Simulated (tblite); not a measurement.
# C3H11FOSi2: the cost of one run

Computed with tblite 0.8.0 and PySCF 2.14.0, with density-fitted response routines of our own, on a single molecule, in the gas phase or a continuum. Atoms count from 0, in the outputs and in this text.

### 1 Starting geometry

18 atoms, charge 0, multiplicity 1; geometry from: force field or distance geometry start.

Bonds of the start (Å): C0–Si1 1.86, Si1–C2 1.87, Si1–C3 1.85, C3–F4 1.41, Si1–O5 1.69, O5–Si6 1.70, C0–H7 1.11, C0–H8 1.09, C0–H9 1.13, C2–H10 1.11, C2–H11 1.09, C2–H12 1.11, C3–H13 1.11, C3–H14 1.12, Si6–H15 1.47, Si6–H16 1.48, Si6–H17 1.45.

### 2 Optimising the geometry with GFN2-xTB

The job: settings as JSON, then the geometry in Å.

```
{"job": {"kind": "relax", "xc": "GFN2-xTB", "basis": "xTB"}, "charge": 0, "multiplicity": 1}
C     -0.189100     1.506200    -1.098100
Si    -0.232400    -0.156900    -0.264200
C     -1.409100    -1.221900    -1.247800
C     -0.959100     0.124700     1.416900
F     -1.548500    -1.037100     1.944400
O      1.254200    -0.961200    -0.263700
Si     2.427400    -0.328500     0.796100
H      0.100500     2.326200    -0.412300
H      0.357700     1.505400    -2.045700
H     -1.275300     1.701100    -1.349200
H     -1.935000    -0.596200    -1.999400
H     -0.828700    -1.979400    -1.778500
H     -2.109700    -1.730400    -0.547000
H     -0.251200     0.556100     2.150800
H     -1.810300     0.843600     1.288000
H      3.740600    -0.804800     0.326400
H      2.296900    -0.858400     2.170200
H      2.362400     1.117800     0.901400
```

Command:

```bash
OMP_NUM_THREADS=1 python probes_run.py task.json out
```

One launch serves the whole session: the jobs run in the order shown.

**Question.** How long does this first job take on 1 thread of Arm Neoverse V1, shared host, and how much memory does it need?

About 1.1 s, with a peak of 0.17 GiB.
